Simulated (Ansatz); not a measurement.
# BH3O2Si: the cost of one run

All numbers below are computed with Ansatz 0.2.0 (RKS revPBE-D4/def2-SVP).

1 further run of the same task is left out (it didn't finish).

### Step 1. The structure to begin with

Bond lengths: B1–Si2 1.935 Å, Si2–O3 1.515 Å, Si2–O4 1.629 Å, B1–H5 1.169 Å, B1–H6 1.170 Å, O4–H7 0.955 Å. Angles: B1–Si2–O3 131.6°, B1–Si2–O4 106.3°, O3–Si2–O4 122.1°, Si2–B1–H5 121.6°, Si2–B1–H6 121.5°, H5–B1–H6 116.9°, Si2–O4–H7 123.1°.

As a file:

```xyz
7

B    -0.8933    1.0419   -0.0278
Si    0.5271   -0.2100    0.3715
O     1.5781   -0.2243    1.4626
O     0.4321   -1.3824   -0.7556
H    -0.7173    1.9669   -0.7210
H    -1.9546    0.9364    0.4535
H     1.0280   -2.1285   -0.7833
```

### Step 2. End point A

input.yaml reads:

```yaml
crystal:
  periodic: [false, false, false]
  atoms:
    - { symbol: B, position_ang: [-0.89334, 1.04195, -0.02776] }
    - { symbol: Si, position_ang: [0.52712, -0.21002, 0.37155] }
    - { symbol: O, position_ang: [1.57809, -0.22435, 1.46256] }
    - { symbol: O, position_ang: [0.43206, -1.38244, -0.75561] }
    - { symbol: H, position_ang: [-0.71729, 1.96695, -0.72097] }
    - { symbol: H, position_ang: [-1.95462, 0.93641, 0.45349] }
    - { symbol: H, position_ang: [1.02798, -2.1285, -0.78326] }
basis:
  gaussian: { orbitals: def2-SVP }
hamiltonian:
  xc: revpbe
  dispersion: d4
relax:
  f_tol: 0.02
  max_steps: 50
```

On the command line:

```bash
$ ansatz run input.yaml --threads 1 --pin off --max-ram 2048MiB --backend cpu --events-out ev --progress --plain --runs-dir out
```

Q: Estimate wall time and peak memory on 1 thread of Arm Neoverse N1, shared host.

About 31 s, with a peak of 0.14 GiB.
